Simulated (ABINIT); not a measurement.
# NbTe (P-6m2) in ABINIT: further runs

The runs below take NbTe through relaxation of cell and atoms, single point, with LDA.

Program: ABINIT 10.8.3 (patched build). These are calculated values, not measurements. Logs are shortened: lines on timing, memory, paths and dates and some standing lists are left out, and cuts for length are marked. The log counts tension as positive stress, the text compression.

**1. The crystal as given**

Symmetry: P-6m2, No. 187, hexagonal system. Conventional cell: a = 3.703 Å, b = 3.703 Å, c = 3.694 Å, α = 90.00°, β = 90.00°, γ = 120.00°. Te (site symmetry -6m2) is surrounded by 6 Nb at 2.83 Å. Nb (site symmetry -6m2) is surrounded by 6 Te at 2.83 Å.

The cell comes from a database or a generator and needn't be the stable form of this composition.

**2. Relaxation of cell and atoms, LDA**

run.abi

```
pp_dirpath "./"
pseudos "Te.LDA_PW-JTH.xml, Nb.LDA_PW-JTH.xml"

acell 3.7029743866 3.7029743866 3.694211 Angstrom
rprim
     1.0000000000     0.0000000000     0.0000000000
    -0.5000000000     0.8660254038     0.0000000000
     0.0000000000     0.0000000000     1.0000000000
ntypat 2
znucl 52 41
natom 2
typat 1 2
chkprim 0
chksymtnons 0
tolsym 1.0e-6
xred
            2/3            1/3            0.0
            0.0            0.0            1/2

ecut 16.0
pawecutdg 32.0
ecutsm 0.5

kptopt 1
ngkpt 6 6 5
nshiftk 1
shiftk 0.0 0.0 0.0

ixc 7

nband 14
occopt 3
tsmear 0.00183747

nstep 80
tolvrs 1.0e-10

iomode 3
prteig 0
prtebands 0
prtwf 0
prtden 0

ionmov 2
optcell 2
ntime 50
tolmxf 2.0e-5
dilatmx 1.08
```

Potentials or basis: JTH PAW LDA v2.0.

Command:

```console
$ abinit run.abi > log 2>&1
```

run.abo:

```text
.Version 10.8.3 of ABINIT
 Symmetries : space group P-6 m 2 (#187); Bravais hP (primitive hexag.)
================================================================================
 Values of the parameters that define the memory need of the present run
     intxc =       0    ionmov =       2      iscf =      17    lmnmax =      18
     lnmax =       6     mgfft =      30  mpssoang =       3    mqgrid =    3001
     natom =       2  nloc_mem =       2    nspden =       1   nspinor =       1
    nsppol =       1      nsym =      12    n1xccc =       1    ntypat =       2
    occopt =       3   xclevel =       1
       mpw =        1153          nfft =       27000          nkpt =          21
 PAW method is used; the additional fine FFT grid is defined by:
   mgfftf=        40    nfftf =     64000
================================================================================
================================================================================

--------------------------------------------------------------------------------
------------- Echo of variables that govern the present computation ------------
--------------------------------------------------------------------------------
 -outvars: echo values of preprocessed input variables --------
            acell      6.9976074419E+00  6.9976074419E+00  6.9810470413E+00 Bohr
              amu      1.27600000E+02  9.29063800E+01
          chkprim           0
      chksymtnons           0
          dilatmx      1.08000000E+00
             ecut      1.60000000E+01 Hartree
           ecutsm      5.00000000E-01 Hartree
           ionmov           2
              ixc           7
         kptrlatt        6    0    0      0    6    0      0    0    5
          kptrlen      3.49052352E+01
            natom           2
            nband          14
            ngfft          30      30      30
          ngfftdg          40      40      40
             nkpt          21
            nstep          80
             nsym          12
            ntime          50
           ntypat           2
           occopt           3
          optcell           2
        pawecutdg      3.20000000E+01 Hartree
           prtden           0
        prtebands           0
           prteig           0
            prtwf           0
            rprim      1.0000000000E+00  0.0000000000E+00  0.0000000000E+00
                      -5.0000000000E-01  8.6602540380E-01  0.0000000000E+00
                       0.0000000000E+00  0.0000000000E+00  1.0000000000E+00
          spgroup         187
           tolmxf      2.00000000E-05
           tolsym      1.00000000E-06
           tolvrs      1.00000000E-10
           tsmear      1.83747000E-03 Hartree
            typat      1  2
           useylm           1
           xangst      1.8514871933E+00  1.0689566295E+00  0.0000000000E+00
                       0.0000000000E+00  0.0000000000E+00  1.8471055000E+00
            xcart      3.4988037210E+00  2.0200352702E+00  0.0000000000E+00
                       0.0000000000E+00  0.0000000000E+00  3.4905235207E+00
             xred      6.6666666667E-01  3.3333333333E-01  0.0000000000E+00
                       0.0000000000E+00  0.0000000000E+00  5.0000000000E-01
            znucl       52.00000   41.00000

================================================================================

 chkinp: Checking input parameters for consistency.

================================================================================
== DATASET  1 ==================================================================

--- !DatasetInfo
iteration_state: {dtset: 1, }
dimensions: {natom: 2, nkpt: 21, mband: 14, nsppol: 1, nspinor: 1, nspden: 1, mpw: 1153, }
cutoff_energies: {ecut:  16.0, pawecutdg:  32.0, }
electrons: {nelect:   1.90000000E+01, charge:   0.00000000E+00, occopt:   3.00000000E+00, tsmear:   1.83747000E-03, }
meta: {optdriver: 0, ionmov: 2, optcell: 2, iscf: 17, paral_kgb: 0, }
...

 Exchange-correlation functional for the present dataset will be:
  LDA: Perdew-Wang 92 LSD fit to Ceperley-Alder data - ixc=7
  J.P.Perdew and Y.Wang, PRB 45, 13244 (1992)

 Real(R)+Recip(G) space primitive vectors, cartesian coordinates (Bohr,Bohr^-1):
 R(1)=  6.9976074  0.0000000  0.0000000  G(1)=  0.1429060  0.0825068  0.0000000
 R(2)= -3.4988037  6.0601058  0.0000000  G(2)=  0.0000000  0.1650136  0.0000000
 R(3)=  0.0000000  0.0000000  6.9810470  G(3)=  0.0000000  0.0000000  0.1432450
 Unit cell volume ucvol=  2.9603997E+02 bohr^3
 Angles (23,13,12)=  9.00000000E+01  9.00000000E+01  1.20000000E+02 degrees

 Coarse grid specifications (used for wave-functions):

 getcut: wavevector=  0.0000  0.0000  0.0000  ngfft=  30  30  30
         ecut(hartree)=     18.662   => boxcut(ratio)=   2.20620

 getcut : COMMENT -
  Note that boxcut > 2.2 ; recall that boxcut=Gcut(box)/Gcut(sphere) = 2
  is sufficient for exact treatment of convolution.
  Such a large boxcut is a waste : you could raise ecut
  e.g. ecut=   22.708897 Hartrees makes boxcut=2

 Fine grid specifications (used for densities):

 getcut: wavevector=  0.0000  0.0000  0.0000  ngfft=  40  40  40
         ecut(hartree)=     37.325   => boxcut(ratio)=   2.07848

--- Pseudopotential description ------------------------------------------------
- pspini: atom type   1  psp file is ./Te.LDA_PW-JTH.xml
 Pseudopotential format is: paw10
 basis_size (lnmax)=  4 (lmn_size=  8), orbitals=   0   0   1   1
 Spheres core radius: rc_sph= 2.31107438
 Shapefunction is SIN type: shapef(r)=[sin(pi*r/rshp)/(pi*r/rshp)]**2
 Radius for shape functions =  2.10488624
 Compensation charge density is not taken into account in XC energy/potential

- pspini: atom type   2  psp file is ./Nb.LDA_PW-JTH.xml
 Pseudopotential format is: paw10
 basis_size (lnmax)=  6 (lmn_size= 18), orbitals=   0   0   1   1   2   2
 Spheres core radius: rc_sph= 2.22094190
 Shapefunction is BESSEL type: shapef(r,l)=aa(1,l)*jl(q(1,l)*r)+aa(2,l)*jl(q(2,l)*r)
 Radius for shape functions =  1.90969629
 Compensation charge density is not taken into account in XC energy/potential

   2.36558057E+03                                ecore*ucvol(ha*bohr**3)
--------------------------------------------------------------------------------

================================================================================

=== [ionmov= 2] Broyden-Fletcher-Goldfarb-Shanno method (forces)
================================================================================

--- Iteration: ( 1/50) Internal Cycle: (1/1)
--------------------------------------------------------------------------------

---SELF-CONSISTENT-FIELD CONVERGENCE--------------------------------------------

--- !BeginCycle
iteration_state: {dtset: 1, itime: 1, icycle: 1, }
solver: {iscf: 17, nstep: 80, nline: 4, wfoptalg: 10, }
tolerances: {tolvrs: 1.00E-10, }
...

     iter   Etot(hartree)      deltaE(h)  residm     nres2
 ETOT  1  -66.024693496598    -6.602E+01 4.826E-01 4.514E+00
 ETOT  2  -66.165830136944    -1.411E-01 3.113E-02 9.008E-01
 ETOT  3  -66.164898006064     9.321E-04 2.170E-03 1.290E-01
 ETOT  4  -66.164759084566     1.389E-04 9.402E-04 1.401E-03
 ETOT  5  -66.164760045192    -9.606E-07 1.228E-04 3.226E-04
 ETOT  6  -66.164759502084     5.431E-07 8.844E-05 1.138E-05
 ETOT  7  -66.164759473176     2.891E-08 1.112E-05 9.989E-07
 ETOT  8  -66.164759472958     2.186E-10 7.851E-06 1.813E-07
 ETOT  9  -66.164759472198     7.597E-10 9.965E-07 8.438E-09
 ETOT 10  -66.164759472183     1.461E-11 7.056E-07 3.588E-10
 ETOT 11  -66.164759472182     7.816E-13 9.012E-08 1.812E-11
[... 830 lines left out ...]
 Gradient of E wrt nuclear positions in reduced coordinates (gred)
  2.15411617852351E-27  8.23515879550272E-46  0.00000000000000E+00
 -2.15411617852351E-27 -8.23515879550272E-46 -0.00000000000000E+00
 Scale of Primitive Cell (acell) [bohr]
  6.85637708061112E+00  6.85637708070352E+00  6.88974507105843E+00
 Real space primitive translations (rprimd) [bohr]
  6.85637708061112E+00  0.00000000000000E+00  0.00000000000000E+00
 -3.42818854030556E+00  5.93779672984131E+00  0.00000000000000E+00
  0.00000000000000E+00  0.00000000000000E+00  6.88974507105843E+00
 Unitary Cell Volume (ucvol) [Bohr^3]=  2.80493740170518E+02
 Angles (23,13,12)= [degrees]
  9.00000000000000E+01  9.00000000000000E+01  1.19999999999554E+02
 Lengths [Bohr]
  6.85637708061112E+00  6.85637708070352E+00  6.88974507105843E+00
 Stress tensor in cartesian coordinates (strten) [Ha/bohr^3]
 -2.13435482898650E-08  0.00000000000000E+00  0.00000000000000E+00
  0.00000000000000E+00 -2.13446288283015E-08  0.00000000000000E+00
  0.00000000000000E+00  0.00000000000000E+00  3.04361328327951E-08
 Total energy (etotal) [Ha]= -6.61665715104561E+01

 Difference of energy with previous step (new-old):
           Absolute (Ha)=-6.15613E-09
           Relative     =-9.30399E-11

 At Broyd/MD step   9, gradients are converged :
  max grad (force/stress) = 3.0436E-06 < tolmxf= 2.0000E-05 ha/bohr (free atoms)

================================================================================

 ----iterations are completed or convergence reached----

 Mean square residual over all n,k,spin=   25.331E-15; max=  44.143E-13
 reduced coordinates (array xred) for    2 atoms
       0.666666666667      0.333333333333      0.000000000000
       0.000000000000      0.000000000000      0.500000000000
 rms dE/dt=  1.7588E-27; max dE/dt=  0.0000E+00; dE/dt below (all hartree)
    1       0.000000000000      0.000000000000      0.000000000000
    2      -0.000000000000      0.000000000000      0.000000000000

 cartesian coordinates (angstrom) at end:
    1      1.81411924897780     1.04738223675824     0.00000000000000
    2      0.00000000000000     0.00000000000000     1.82294803903099

 cartesian forces (hartree/bohr) at end:
    1     -0.00000000000000    -0.00000000000000    -0.00000000000000
    2      0.00000000000000     0.00000000000000    -0.00000000000000
 frms,max,avg= 2.0945135E-28 3.1417703E-28   0.000E+00  0.000E+00  0.000E+00 h/b

 cartesian forces (eV/Angstrom) at end:
    1     -0.00000000000000    -0.00000000000000    -0.00000000000000
    2      0.00000000000000     0.00000000000000    -0.00000000000000
 frms,max,avg= 1.0770422E-26 1.6155632E-26   0.000E+00  0.000E+00  0.000E+00 e/A
 length scales=  6.856377080611  6.856377080704  6.889745071058 bohr
              =  3.628238497956  3.628238498005  3.645896078062 angstroms
 Fermi (or HOMO) energy (hartree) =   0.08693   Average Vxc (hartree)=  -0.43098
 Eigenvalues (hartree) for nkpt=  21  k points:
 kpt#   1, nband= 14, wtk=  0.00556, kpt=  0.0000  0.0000  0.0000 (reduced coord)
  -1.95321   -1.08164   -1.07292   -1.07292   -0.45824   -0.03774   -0.03685   -0.03685
  -0.00784    0.09155    0.09155    0.17890    0.17890    0.19681
      occupation numbers for kpt#   1
   2.00000    2.00000    2.00000    2.00000    2.00000    2.00000    2.00000    2.00000
   2.00000    0.14959    0.14959    0.00000    0.00000    0.00000
 prteigrs : prtvol=0 or 1, do not print more k-points.

--- !EnergyTerms
iteration_state     : {dtset: 1, itime: 9, icycle: 1, }
comment             : Components of total free energy in Hartree
kinetic             :  1.56300740976809E+01
hartree             :  1.30530113156947E+01
xc                  : -1.06643666411090E+01
Ewald energy        : -5.32794277114803E+01
psp_core            :  8.43363051823212E+00
local_psp           : -5.23669066480082E+01
PAW spherical_terms :  1.30279275778168E+01
internal            : -6.61660574911729E+01
'-kT*entropy'       : -5.12566483942302E-04
total_energy        : -6.61665700576569E+01
total_energy_eV     : -1.80048409441066E+03
...

--- !EnergyTermsDC
iteration_state     : {dtset: 1, itime: 9, icycle: 1, }
comment             : '"Double-counting" decomposition of free energy'
band_energy         : -1.16779838938208E+01
Ewald energy        : -5.32794277114803E+01
psp_core            :  8.43363051823212E+00
xc_dc               : -1.28926686904628E+01
PAW spherical_terms :  3.25039083355966E+00
internal            : -6.61660589439721E+01
'-kT*entropy'       : -5.12566483942302E-04
total_energy_dc     : -6.61665715104561E+01
total_energy_dc_eV  : -1.80048413394334E+03
...

--- !EnergyTermsWithPAWCore
iteration_state     : {dtset: 1, itime: 9, icycle: 1, }
comment             : 'Components of total free energy, including PAW core contributions'
Total energy        : -1.06049607737836E+04
Total energy DC     : -1.06049607752364E+04
Total energy (eV)   : -2.88575683738903E+05
Total energy DC (eV): -2.88575683778436E+05
...

 Cartesian components of stress tensor (hartree/bohr^3)
  sigma(1 1)= -2.13435483E-08  sigma(3 2)=  0.00000000E+00
  sigma(2 2)= -2.13446288E-08  sigma(3 1)=  0.00000000E+00
  sigma(3 3)=  3.04361328E-08  sigma(2 1)=  0.00000000E+00

-Cartesian components of stress tensor (GPa)         [Pressure=  1.2016E-04 GPa]
- sigma(1 1)= -6.27948871E-04  sigma(3 2)=  0.00000000E+00
- sigma(2 2)= -6.27980661E-04  sigma(3 1)=  0.00000000E+00
- sigma(3 3)=  8.95461944E-04  sigma(2 1)=  0.00000000E+00

== END DATASET(S) ==============================================================
================================================================================

 -outvars: echo values of variables after computation  --------
            acell      6.8563770806E+00  6.8563770807E+00  6.8897450711E+00 Bohr
           etotal     -6.6166571510E+01
            fcart     -3.1417702865E-28 -1.8139019206E-28 -0.0000000000E+00
                       3.1417702865E-28  1.8139019206E-28 -0.0000000000E+00
            rprim      1.0000000000E+00  0.0000000000E+00  0.0000000000E+00
                      -4.9999999999E-01  8.6602540379E-01  0.0000000000E+00
                       0.0000000000E+00  0.0000000000E+00  1.0000000000E+00
           strten     -2.1343548290E-08 -2.1344628828E-08  3.0436132833E-08
                       0.0000000000E+00  0.0000000000E+00  0.0000000000E+00
           xangst      1.8141192490E+00  1.0473822368E+00  0.0000000000E+00
                       5.4233146423E-28  3.1311521686E-28  1.8229480390E+00
             xred      6.6666666667E-01  3.3333333333E-01  0.0000000000E+00
                       1.9930018916E-28  9.9650094579E-29  5.0000000000E-01
 Calculation completed.
```

Run time: 2.9 min. Hardware: 1 thread of Intel Xeon at 2.50GHz (Skylake/Cascade Lake), shared host; peak memory 0.09 GiB.

Results:

| Property | Result |
| --- | --- |
| Free energy | -1800.4841 eV |
| Relaxed volume | 20.78 Å³/atom |
| Relaxed cell | a = 3.628 Å, b = 3.628 Å, c = 3.646 Å, α = 90.00°, β = 90.00°, γ = 120.00° |
| Space group after relaxing (to 0.05 Å) | P-6m2 (No. 187) |
| Energy gained by relaxing | 24.7 meV/atom |
| Ionic steps | 9 |
| Pressure after relaxing | 0.0 GPa |
| Band gap on the k mesh | none (metal or under the smearing width) |

Step by step:
| step | energy change (eV) | largest force (eV/Å) | pressure (GPa) | volume (Å³) |
| --- | --- | --- | --- | --- |
| 1 | 0.0000 | 0.0000 | -6.63 | 43.87 |
| 2 | -0.0302 | 0.0000 | -4.23 | 42.98 |
| 3 | -0.0484 | 0.0000 | 0.31 | 41.54 |
| 4 | -0.0487 | 0.0000 | -0.03 | 41.63 |
| 5 | -0.0489 | 0.0000 | -0.20 | 41.67 |
| 6 | -0.0492 | 0.0000 | -0.22 | 41.64 |
| 7 | -0.0493 | 0.0000 | -0.09 | 41.59 |
| 8 | -0.0493 | 0.0000 | -0.01 | 41.57 |
| 9 | -0.0493 | 0.0000 | 0.00 | 41.56 |

Final structure:
```cif
data_structure
_symmetry_space_group_name_H-M 'P 1'
_symmetry_Int_Tables_number 1
_cell_length_a 3.6282
_cell_length_b 3.6282
_cell_length_c 3.6459
_cell_angle_alpha 90.000
_cell_angle_beta 90.000
_cell_angle_gamma 120.000
_cell_volume 41.56
loop_
_atom_site_label
_atom_site_type_symbol
_atom_site_fract_x
_atom_site_fract_y
_atom_site_fract_z
_atom_site_occupancy
Te1 Te 0.66667 0.33333 0.00000 1
Nb1 Nb 0.00000 0.00000 0.50000 1
```

Spin-orbit coupling is left out, which matters for the levels of Te.

**3. Single point, LDA (cell relaxed)**

run.abi

```
# Pseudopotentials
pp_dirpath "./"
pseudos "Te.LDA_PW-JTH.xml, Nb.LDA_PW-JTH.xml"

# Structure
acell 3*1.0
rprim
     6.8563770798     0.0000000000     0.0000000000
    -3.4281885399     5.9377967253     0.0000000000
     0.0000000000     0.0000000000     6.8897450700
ntypat 2
znucl 52 41
natom 2
typat 1 2
xred
     0.6666666700     0.3333333300     0.0000000000
     0.0000000000     0.0000000000     0.5000000000
chkprim 0
chksymtnons 0
tolsym 1.0e-6

# Plane-wave basis
ecut 435.382180 eV
pawecutdg 32.0

# k points
kptopt 1
ngkpt 6 6 5
nshiftk 1
shiftk 0.0 0.0 0.0

# Exchange and correlation
ixc 7

# Bands and occupations
nband 14
occopt 3
tsmear 0.05 eV

# SCF cycle
nstep 100
tolvrs 1.0e-9

# Output
iomode 3
prtwf 0
prtden 0
prteig 0
prtebands 0
enunit 1
```

Potentials or basis: JTH PAW LDA v2.0.

Command:

```console
$ abinit run.abi > log 2>&1
```

run.abo:

```text
.Version 10.8.3 of ABINIT
 Symmetries : space group P-6 m 2 (#187); Bravais hP (primitive hexag.)
================================================================================
 Values of the parameters that define the memory need of the present run
     intxc =       0    ionmov =       0      iscf =      17    lmnmax =      18
     lnmax =       6     mgfft =      27  mpssoang =       3    mqgrid =    3001
     natom =       2  nloc_mem =       2    nspden =       1   nspinor =       1
    nsppol =       1      nsym =      12    n1xccc =       1    ntypat =       2
    occopt =       3   xclevel =       1
       mpw =         868          nfft =       19683          nkpt =          21
 PAW method is used; the additional fine FFT grid is defined by:
   mgfftf=        36    nfftf =     46656
================================================================================
================================================================================

--------------------------------------------------------------------------------
[... 240 lines left out ...]
- sigma(2 2)=  2.12244911E-01  sigma(3 1)=  0.00000000E+00
- sigma(3 3)=  2.32257771E-01  sigma(2 1)=  0.00000000E+00

== END DATASET(S) ==============================================================
================================================================================

 -outvars: echo values of variables after computation  --------
            acell      1.0000000000E+00  1.0000000000E+00  1.0000000000E+00 Bohr
           etotal     -6.6166628199E+01
            fcart     -1.0053664918E-26 -5.8044861505E-27 -0.0000000000E+00
                       1.0053664918E-26  5.8044861505E-27 -0.0000000000E+00
            rprim      6.8563770798E+00  0.0000000000E+00  0.0000000000E+00
                      -3.4281885399E+00  5.9377967253E+00  0.0000000000E+00
                       0.0000000000E+00  0.0000000000E+00  6.8897450700E+00
           strten      7.2140200929E-06  7.2140578990E-06  7.8942811833E-06
                       0.0000000000E+00  0.0000000000E+00  0.0000000000E+00
           xangst      1.8141192669E+00  1.0473822255E+00  0.0000000000E+00
                       1.8141192445E-08 -1.0473822412E-08  1.8229480388E+00
             xred      6.6666667000E-01  3.3333333000E-01  0.0000000000E+00
                       3.3333333131E-09 -3.3333333501E-09  5.0000000000E-01
 Calculation completed.
```

It took 18 s on 1 thread of Intel Xeon at 2.50GHz (Skylake/Cascade Lake), shared host; peak memory 0.08 GiB.

Results:

* Free energy: -1800.4857 eV
* Pressure: -0.2 GPa
* Band gap on the k mesh: none (metal or under the smearing width)
* Valence electrons inside the program's atomic spheres: Te 3.27; Nb 10.21

Spin-orbit coupling is left out, which matters for the levels of Te.
